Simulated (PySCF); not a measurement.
# BeSe: from the state search to spectroscopic constants

What are the lowest state that PBE0 finds, the bond length, vibrational wavenumber and bond energy of BeSe, and how much do these hang on the method?

The runs use PySCF 2.14.0; Be cc-pVDZ, Se cc-pVDZ-PP with ECP10, scalar-relativistic core potentials.

### Step 1. The job

Settings of the job:

```yaml
atoms: Be, Se
charge: 0
basis: Be cc-pVDZ, Se cc-pVDZ-PP with ECP10
Hamiltonian: scalar-relativistic core potentials
basis_functions: 37
electrons_treated: 28
masses_in_u: 9.0122, 79.9165
levels: PBE0, PBE, r²SCAN, TPSS, M06-L, M06, CAM-B3LYP, HF, MP2, SCS-MP2, CCSD, CCSD(T)
grid: 80 radial by 434 angular points
occupations: held fixed by the projection of orbital angular momentum
dissociation_limit: Be + Se, each in its ground configuration
starting_distance_in_angstrom: 2.075
values_of_2S_to_try: 0, 2
```

Command:

```sh
> OMP_NUM_THREADS=1 python dia.py task.json out
```

After this run come: PBE0 along the bond; Higher solutions at PBE0; PBE (GGA); r²SCAN (meta-GGA); TPSS; M06-L; M06 (hybrid meta-GGA); CAM-B3LYP (range-separated hybrid); RHF; Adding correlation.

What does the calculation give? Wanted: for each run, Re; ωe; De; μ.

The runs gave:

Lowest PBE0 solution found, without spin–orbit coupling: ¹Σ⁺ (singlet), closed shell. State 2 has its PBE0 minimum 0.46 eV higher. State 3 has its PBE0 minimum 0.50 eV higher, as a spin-mixed determinant (⟨S²⟩ = 1.01), so this is no gap between pure states. The other levels ran on the lowest alone.

```tsv
level	Re (Å)	ωe (cm⁻¹)	De (eV)	μ (D)
RHF	1.862	889	1.17	-5.76
RHF-MP2	1.890	859	2.67	n/a
RHF-SCS-MP2	1.890	853	2.43	n/a
RHF-CCSD	1.886	850	2.05	n/a
RHF-CCSD(T)	1.897	832	2.27	n/a
PBE	1.891	827	3.13	-4.11
TPSS	1.886	833	3.00	-4.33
r²SCAN	1.876	858	3.11	-4.67
M06-L	1.864	874	3.09	-4.76
PBE0	1.873	861	2.88	-4.67
M06	1.870	860	2.84	-4.70
CAM-B3LYP	1.863	873	2.66	-4.75
```

De is counted to Be + Se in their ground configurations. A positive dipole means Be(−)Se(+).

The methods spread over 0.035 Å in bond length, from RHF to RHF-CCSD(T). Among the levels with a De in the table, it runs from 1.17 eV (RHF) to 3.13 eV (PBE).

Correlated steps freeze 4 core orbitals. T1 is 0.021 near the minimum (highest on the curve 0.028), which may point to more than one leading configuration.
